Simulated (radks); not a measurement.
# Ionising tungsten step by step, W³⁸⁺ to W⁵⁶⁺

One table from this session's results is given with a row withheld; the runs are named, their logs left out.

The numbers are computed with radks (a radial shooting solver on a logarithmic mesh, Libxc functionals) version 1 (Dirac Kohn-Sham, LB94 model potential, spin-unpolarised, spherical densities, finite nucleus; open shells fill j = l - 1/2 first), except any that are marked as measured or tabulated.

## What is computed

```
element             : tungsten (Z = 74)
charges             : 38 to 56
first configuration : [Kr]
last configuration  : [Ar]
```

LB94 adds a gradient term to the LDA potential that gives it a −1/r tail. It is a model potential with no energy functional, so Etot and Exc are not given.

Set-up of the first run:

Input:

```text
Z 74
configuration [Kr]
relativity Dirac
functional lda,pw
model_potential LB94
spin unpolarised
j_filling energy
nucleus finite rms 5.3658 fm
c 137.035999084
```

Among the steps run: W³⁸⁺, [Kr].

One of the session's tables, all rows but one given; the rest of the session is left out.

Radial moments (bohr):

| level | <r> | outermost maximum (interpolated) | 90 % within | nodes |
| --- | --- | --- | --- | --- |
| 3s1/2 | ? | ? | ? | ? |
| 3p1/2 | 0.1880 | 0.173 | 0.282 | 1 |
| 3p3/2 | 0.2019 | 0.186 | 0.301 | 1 |
| 3d3/2 | 0.1762 | 0.145 | 0.273 | 0 |
| 3d5/2 | 0.1805 | 0.149 | 0.278 | 0 |
| 4s1/2 | 0.4041 | 0.396 | 0.572 | 3 |
| 4p1/2 | 0.4009 | 0.392 | 0.574 | 2 |
| 4p3/2 | 0.4223 | 0.415 | 0.603 | 2 |

**Question.** Estimate the row for 3s1/2.

The run gave: <r>: 0.1982; outermost maximum (interpolated): 0.185; 90 % within: 0.291; nodes: 2. In the column «<r>» it lies between 3p1/2 (0.1880) and 3p3/2 (0.2019).

To keep in mind: Spin polarisation and multiplet splitting are left out.
